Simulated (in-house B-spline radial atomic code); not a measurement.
# Mn¹⁰⁺: excited configurations

Wanted: excitation energies of Mn¹⁰⁺ as differences of total energies (ΔSCF).

Program: in-house B-spline radial atomic code version 1. Level of theory: scalar-relativistic (spin-free one-electron X2C) BLYP, spin-polarised, spherical fractional occupations, Fermi nucleus, basis-set limit. These are calculated values, not measurements, unless marked.

**1. The system**

| Property | Result |
| --- | --- |
| element | manganese (Z = 25) |
| charge | +10 |
| electrons | 15 |
| configuration | [Ne] 3s2 3p3 |
| Hamiltonian | scalar-relativistic (X2C) |
| nucleus | Fermi, rms radius 3.706 fm |

Outer shells as boxes (Hund's rule):

[Ne] 3s2 3p3
```
[Ne] core
3s [↑↓]
3p [↑ ][↑ ][↑ ]
```

Where spins are not typed, each open shell is filled with up spins first.

**2. The base configuration**

The run's settings:

```ini
Z = 25
electrons = 15.0
configuration = [Ne] 3s2 3p3
hamiltonian = x2c
method = b88,lyp
spin_polarised = True
nucleus = fermi
rms_radius = 3.7057
mass_number = 55
atomic_mass = 54.93804304
speed_of_light = 137.035999084
```

**3. Run with [Ne] 3s1 3p4**

Changes to the settings of step 2:

```diff
@@ -2,3 +2,3 @@
 electrons = 15.0
-configuration = [Ne] 3s2 3p3
+configuration = [Ne] 3s1 3p4
 hamiltonian = x2c
```

**4. Run with [Ne] 3s1 3p3 4p1**

Changes to the settings of step 3:

```diff
@@ -2,3 +2,3 @@
 electrons = 15.0
-configuration = [Ne] 3s1 3p4
+configuration = [Ne] 3s1 3p3 4p1
 hamiltonian = x2c
```

**5. Configuration [He] 2s2 2p5 3s2 3p4**

Changes to the settings of step 4:

```diff
@@ -2,3 +2,3 @@
 electrons = 15.0
-configuration = [Ne] 3s1 3p3 4p1
+configuration = [He] 2s2 2p5 3s2 3p4
 hamiltonian = x2c
```

**6. Run with [Ne] 3s2 3p2 4p1**

Changes to the settings of step 5:

```diff
@@ -2,3 +2,3 @@
 electrons = 15.0
-configuration = [He] 2s2 2p5 3s2 3p4
+configuration = [Ne] 3s2 3p2 4p1
 hamiltonian = x2c
```

**7. Run with [Ne] 3s1 3p3 3d1**

Changes to the settings of step 6:

```diff
@@ -2,3 +2,3 @@
 electrons = 15.0
-configuration = [Ne] 3s2 3p2 4p1
+configuration = [Ne] 3s1 3p3 3d1
 hamiltonian = x2c
```

**8. Configuration [Ne] 3s1 3p3 4f1**

Changes to the settings of step 7:

```diff
@@ -2,3 +2,3 @@
 electrons = 15.0
-configuration = [Ne] 3s1 3p3 3d1
+configuration = [Ne] 3s1 3p3 4f1
 hamiltonian = x2c
```

**9. [He] 2s2 2p5 3s2 3p3 4p1**

Changes to the settings of step 8:

```diff
@@ -2,3 +2,3 @@
 electrons = 15.0
-configuration = [Ne] 3s1 3p3 4f1
+configuration = [He] 2s2 2p5 3s2 3p3 4p1
 hamiltonian = x2c
```

**10. [Ne] 3s2 3p2 3d1**

Changes to the settings of step 9:

```diff
@@ -2,3 +2,3 @@
 electrons = 15.0
-configuration = [He] 2s2 2p5 3s2 3p3 4p1
+configuration = [Ne] 3s2 3p2 3d1
 hamiltonian = x2c
```

How far above the reference does each configuration lie (order and size, in eV)?

As calculated:

| net move | configuration | 2|M_S|+1 | energy above the reference (eV) | largest <r> (bohr) |
| --- | --- | --- | --- | --- |
| 3s → 3p | [Ne] 3s1 3p4 | 4 | 33.030 | 0.762 |
| 3p → 3d | [Ne] 3s2 3p2 3d1 | 4 | 50.261 | 0.758 |
| 3s → 3d | [Ne] 3s1 3p3 3d1 | 6 | 72.584 | 0.756 |
| 3p → 4p | [Ne] 3s2 3p2 4p1 | 4 | 145.77 | 1.57 |
| 3s → 4p | [Ne] 3s1 3p3 4p1 | 6 | 169.46 | 1.56 |
| 3s → 4f | [Ne] 3s1 3p3 4f1 | 6 | 198.14 | 1.48 |
| 2p → 3p | [He] 2s2 2p5 3s2 3p4 | 4 | 637.08 | 0.742 |
| 2p → 4p | [He] 2s2 2p5 3s2 3p3 4p1 | 6 | 782.06 | 1.54 |

**Reading.** At the bottom stands 3s → 3p (33.030 eV), at the top 2p → 4p (782.06 eV). 2 of them lie more than 60 % above minus the reference's highest level (269.73 eV), in the range where a state can decay by emitting an electron. The reference has 2|M_S|+1 = 4; 4 of the configurations differ from it in spin. These are spherical averages at the typed spins, not spectroscopic levels.
